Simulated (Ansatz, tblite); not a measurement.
**Phenanthrenequinone (C₁₄H₈O₂): rung by rung**

The task here is to estimate one member of a computed series from the others.

Method: as each input shows; program: Ansatz 0.2.0, Gaussian basis.

The runs, in order: GFN1-xTB, GFN2-xTB, PBE-D4/def2-TZVP, r2SCAN-D4/def2-TZVP, PBE-D4/def2-SVP, PBE0-D4/def2-SVP, HF/6-31G, B3LYP-D4/6-31G, MP2/def2-SVP.

4 further runs of the same task are left out: 4 that didn't finish.

## The structure

The singlet was relaxed beforehand with PBE-D4/def2-SVP.

SMILES `O=C1C(=O)c2ccccc2-c2ccccc21`, 24 atoms, charge 0, spin multiplicity 1.

Bond lengths: O1–C2 1.224 Å, C2–C3 1.549 Å, C2–C16 1.488 Å, C3–O4 1.224 Å, C3–C5 1.488 Å, C5–C6 1.409 Å, C5–C10 1.424 Å, C6–C7 1.396 Å, C6–H17 1.100 Å, C7–C8 1.406 Å, C7–H18 1.100 Å, C8–C9 1.400 Å, C8–H19 1.101 Å, C9–C10 1.412 Å, C9–H20 1.098 Å, C10–C11 1.482 Å, C11–C12 1.412 Å, C11–C16 1.424 Å and more. Angles: O1–C2–C3 119.3°, O1–C2–C16 123.0°, C3–C2–C16 117.7°, C2–C3–O4 119.3°, C2–C3–C5 117.7°, O4–C3–C5 123.0°, C3–C5–C6 117.6°, C3–C5–C10 121.7°, C6–C5–C10 120.7°, C5–C6–C7 120.8°, C5–C6–H17 117.2°, C7–C6–H17 122.0°, C6–C7–C8 119.0°, C6–C7–H18 120.5°, C8–C7–H18 120.4°, C7–C8–C9 120.6°, C7–C8–H19 120.1°, C9–C8–H19 119.3° and more.

PBE0-D4/def2-TZVP was run before; its log isn't repeated, and its numbers join the tables.

The first run:

Tight binding, by tblite at 300 K electronic temperature and without a spin-polarisation term:

```python
tblite.interface.Calculator('GFN1-xTB', numbers, positions, charge=0, uhf=0).singlepoint()
```

Tight binding, by tblite at 300 K electronic temperature and without a spin-polarisation term:

```python
tblite.interface.Calculator('GFN2-xTB', numbers, positions, charge=0, uhf=0).singlepoint()
```

start.molden holds the orbitals of an earlier run on this state, given as this run's starting guess.

File in.yaml:

```yaml
crystal:
  periodic: [false, false, false]
  atoms:
    - {symbol: O, position_ang: [-2.036920, 2.878725, -0.284649]}
    - {symbol: C, position_ang: [-1.224467, 1.968357, -0.192065]}
    - {symbol: C, position_ang: [0.288327, 2.299955, -0.194187]}
    - {symbol: O, position_ang: [0.645278, 3.466528, -0.289625]}
    - {symbol: C, position_ang: [1.245010, 1.166437, -0.078371]}
    - {symbol: C, position_ang: [2.620764, 1.471824, -0.079006]}
    - {symbol: C, position_ang: [3.577378, 0.460156, 0.027087]}
    - {symbol: C, position_ang: [3.149750, -0.874662, 0.134913]}
    - {symbol: C, position_ang: [1.784723, -1.187216, 0.136023]}
    - {symbol: C, position_ang: [0.798586, -0.181563, 0.029959]}
    - {symbol: C, position_ang: [-0.649297, -0.499093, 0.030153]}
    - {symbol: C, position_ang: [-1.124019, -1.825314, 0.134280]}
    - {symbol: C, position_ang: [-2.494587, -2.112570, 0.134640]}
    - {symbol: C, position_ang: [-3.441676, -1.078936, 0.030323]}
    - {symbol: C, position_ang: [-2.996284, 0.240345, -0.074278]}
    - {symbol: C, position_ang: [-1.618944, 0.538541, -0.075810]}
    - {symbol: H, position_ang: [2.901090, 2.532357, -0.165820]}
    - {symbol: H, position_ang: [4.650371, 0.703457, 0.026468]}
    - {symbol: H, position_ang: [3.888956, -1.685834, 0.219649]}
    - {symbol: H, position_ang: [1.490311, -2.241920, 0.222395]}
    - {symbol: H, position_ang: [-0.415201, -2.660303, 0.217423]}
    - {symbol: H, position_ang: [-2.826471, -3.158787, 0.217628]}
    - {symbol: H, position_ang: [-4.518007, -1.307017, 0.031303]}
    - {symbol: H, position_ang: [-3.694690, 1.086512, -0.158444]}
basis:
  gaussian: {orbitals: def2-TZVP, initial_orbitals: start.molden}
hamiltonian: {xc: pbe, dispersion: d4}
scf: {omitted_lower_state_checks: [starts]}
output: {orbitals: {seedname: orbitals}}
```

Launch:

```bash
$ ansatz run in.yaml --threads 4 --pin off --events-out ev --progress --plain --max-ram 6963MiB
```

Steps of the session up to this table: PBE-D4/def2-TZVP; r2SCAN-D4/def2-TZVP; PBE-D4/def2-SVP; PBE0-D4/def2-SVP; HF/6-31G; B3LYP-D4/6-31G; MP2/def2-SVP.

One of the session's tables, all rows but one given; the rest of the session is left out.

It belongs to the step «Binding energy». 

| level | binding an atom (eV) |
| --- | --- |
| HF/6-31G | ? |
| HF/def2-SVP | 4.039 |
| PBE-D4/def2-SVP | 5.833 |
| PBE-D4/def2-TZVP | 5.730 |
| r2SCAN-D4/def2-TZVP | 5.519 |
| B3LYP-D4/6-31G | 5.334 |
| PBE0-D4/def2-SVP | 5.677 |
| PBE0-D4/def2-TZVP | 5.574 |
| MP2/def2-SVP | 5.452 |

Q: Estimate the row for HF/6-31G from the others.

The run gave: binding an atom (eV): 3.676. In the column «binding an atom (eV)» it is the lowest.

To keep in mind: Free atoms were run apart at each level; binding is atoms less cluster, divided by the number of atoms, without zero-point or spin-orbit terms.
